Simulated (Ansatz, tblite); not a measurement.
**The cluster Si₂₀H₂₆: rung by rung**

The task here is to estimate one member of a computed series from the others.

Computed with Ansatz 0.2.0, Gaussian basis. Level: as each input shows.

Plan: GFN1-xTB, GFN2-xTB, PBE-D4/def2-SVP, r2SCAN-D4/def2-SVP, B2PLYP/def2-SVP, CAM-B3LYP-D4/def2-SVP, PBE-QIDH/def2-SVP, PBE0-D4/def2-TZVP, PBE-D4/def2-TZVP, HF/STO-3G, HF/6-31G, B3LYP-D4/6-31G, MP2/def2-SVP, RPA/def2-SVP.

## The structure

The singlet was relaxed beforehand with PBE-D4/def2-SVP.

46 atoms, charge 0, spin multiplicity 1.

Bond lengths: Si1–Si12 2.354 Å, Si1–Si13 2.364 Å, Si1–H21 1.508 Å, Si1–H22 1.507 Å, Si2–Si11 2.354 Å, Si2–Si15 2.354 Å, Si2–H23 1.510 Å, Si2–H24 1.506 Å, Si3–Si14 2.355 Å, Si3–Si16 2.355 Å, Si3–H25 1.511 Å, Si3–H26 1.507 Å, Si4–Si12 2.355 Å, Si4–Si17 2.349 Å, Si4–Si18 2.363 Å, Si4–H27 1.513 Å, Si5–Si14 2.358 Å, Si5–Si17 2.352 Å and more. Angles: Si12–Si1–Si13 100.1°, Si12–Si1–H21 110.3°, Si12–Si1–H22 113.7°, Si13–Si1–H21 112.5°, Si13–Si1–H22 111.2°, H21–Si1–H22 108.9°, Si11–Si2–Si15 110.2°, Si11–Si2–H23 110.0°, Si11–Si2–H24 109.4°, Si15–Si2–H23 109.7°, Si15–Si2–H24 109.6°, H23–Si2–H24 107.9°, Si14–Si3–Si16 109.5°, Si14–Si3–H25 107.8°, Si14–Si3–H26 112.4°, Si16–Si3–H25 107.7°, Si16–Si3–H26 111.6°, H25–Si3–H26 107.8° and more.

PBE0-D4/def2-SVP was run before; its log isn't repeated, and its numbers join the tables.

Set-up of the first run:

Tight binding, by tblite at 300 K electronic temperature and without a spin-polarisation term:

```python
tblite.interface.Calculator('GFN1-xTB', numbers, positions, charge=0, uhf=0).singlepoint()
```

Tight binding, by tblite at 300 K electronic temperature and without a spin-polarisation term:

```python
tblite.interface.Calculator('GFN2-xTB', numbers, positions, charge=0, uhf=0).singlepoint()
```

start.molden holds the orbitals of an earlier run on this state, given as this run's starting guess.

File in.yaml:

```yaml
crystal:
  periodic: [false, false, false]
  atoms:
    - {symbol: Si, position_ang: [-3.715233, 2.326599, -0.317590]}
    - {symbol: Si, position_ang: [-1.417042, -3.165794, 2.730769]}
    - {symbol: Si, position_ang: [1.646589, -3.300293, -0.360706]}
    - {symbol: Si, position_ang: [-1.240819, 2.087731, -2.946851]}
    - {symbol: Si, position_ang: [1.489355, -0.586119, -2.931121]}
    - {symbol: Si, position_ang: [-1.204901, -0.584699, -0.197068]}
    - {symbol: Si, position_ang: [-1.082301, 2.360617, 2.276578]}
    - {symbol: Si, position_ang: [1.515681, -0.630427, 2.525938]}
    - {symbol: Si, position_ang: [1.492705, 2.120449, -0.240690]}
    - {symbol: Si, position_ang: [4.213818, -0.520465, -0.161606]}
    - {symbol: Si, position_ang: [-2.618991, -1.829198, 1.210424]}
    - {symbol: Si, position_ang: [-2.593181, 0.704270, -1.603161]}
    - {symbol: Si, position_ang: [-1.874839, 3.606664, 0.431241]}
    - {symbol: Si, position_ang: [0.137273, -1.949428, -1.562625]}
    - {symbol: Si, position_ang: [0.096386, -1.843637, 3.956512]}
    - {symbol: Si, position_ang: [2.873427, -1.962124, 1.139560]}
    - {symbol: Si, position_ang: [0.212816, 0.835832, -4.303186]}
    - {symbol: Si, position_ang: [-0.208642, 3.393554, -1.269667]}
    - {symbol: Si, position_ang: [2.863194, 0.778506, -1.593909]}
    - {symbol: Si, position_ang: [0.195563, 0.738219, 1.152959]}
    - {symbol: H, position_ang: [-4.657392, 3.122244, -1.186382]}
    - {symbol: H, position_ang: [-4.487405, 1.751837, 0.842562]}
    - {symbol: H, position_ang: [-2.370646, -3.856443, 3.675410]}
    - {symbol: H, position_ang: [-0.663467, -4.228305, 1.975006]}
    - {symbol: H, position_ang: [2.621587, -3.894853, -1.350136]}
    - {symbol: H, position_ang: [0.958718, -4.438474, 0.347175]}
    - {symbol: H, position_ang: [-2.121423, 2.979535, -3.793583]}
    - {symbol: H, position_ang: [2.365131, -1.479793, -3.780187]}
    - {symbol: H, position_ang: [-2.215163, 1.781647, 3.084778]}
    - {symbol: H, position_ang: [-0.182847, 3.156359, 3.189276]}
    - {symbol: H, position_ang: [2.413964, 0.269036, 3.344856]}
    - {symbol: H, position_ang: [2.342365, 3.009558, 0.639726]}
    - {symbol: H, position_ang: [5.183051, -1.339695, -0.979149]}
    - {symbol: H, position_ang: [5.010562, 0.387339, 0.743612]}
    - {symbol: H, position_ang: [-3.539814, -2.684696, 0.375077]}
    - {symbol: H, position_ang: [-3.466581, -0.857609, 1.995209]}
    - {symbol: H, position_ang: [-3.492179, -0.218393, -2.390090]}
    - {symbol: H, position_ang: [-0.749881, -2.806384, -2.436374]}
    - {symbol: H, position_ang: [0.895145, -2.707632, 4.900901]}
    - {symbol: H, position_ang: [-0.695335, -0.854339, 4.777337]}
    - {symbol: H, position_ang: [3.765090, -2.843970, 1.983769]}
    - {symbol: H, position_ang: [-0.603598, 0.031551, -5.285162]}
    - {symbol: H, position_ang: [1.130460, 1.743878, -5.084934]}
    - {symbol: H, position_ang: [0.269442, 4.728709, -1.783030]}
    - {symbol: H, position_ang: [-2.220139, 5.039212, 0.752389]}
    - {symbol: H, position_ang: [3.729536, 1.629445, -2.493835]}
basis:
  gaussian: {orbitals: def2-SVP, fitting: {mean_field: def2-universal-jkfit}, initial_orbitals: start.molden}
hamiltonian: {xc: pbe, dispersion: d4}
scf: {omitted_lower_state_checks: [starts]}
output: {orbitals: {seedname: orbitals}}
```

Run with:

```
$ ansatz run in.yaml --threads 2 --pin off --events-out ev --progress --plain --max-ram 32768MiB --backend cuda --devices 0, --max-vram 18GiB
```

Among the steps run: PBE-D4/def2-SVP; r2SCAN-D4/def2-SVP; B2PLYP/def2-SVP; CAM-B3LYP-D4/def2-SVP; PBE-QIDH/def2-SVP; PBE0-D4/def2-TZVP; PBE-D4/def2-TZVP; HF/STO-3G; HF/6-31G; B3LYP-D4/6-31G; MP2/def2-SVP; RPA/def2-SVP.

One table of the session follows, with a row left open; its other results are not shown here.

It belongs to the step «Binding energy». 

```
                level  binding an atom (eV)
            HF/STO-3G                 3.716
             HF/6-31G                 2.022
          HF/def2-SVP                 2.411
      PBE-D4/def2-SVP                 3.311
     PBE-D4/def2-TZVP                 3.307
   r2SCAN-D4/def2-SVP                 3.316
       B3LYP-D4/6-31G                 3.006
     PBE0-D4/def2-SVP                 3.308
    PBE0-D4/def2-TZVP                 3.309
CAM-B3LYP-D4/def2-SVP                 3.258
         MP2/def2-SVP                     ?
```

Estimate the missing values for MP2/def2-SVP.

The run gave: binding an atom (eV): 3.048. In the column «binding an atom (eV)» it lies between B3LYP-D4/6-31G (3.006) and CAM-B3LYP-D4/def2-SVP (3.258).

To keep in mind: Free atoms were run apart at each level; binding is atoms less cluster, divided by the number of atoms, without zero-point or spin-orbit terms.
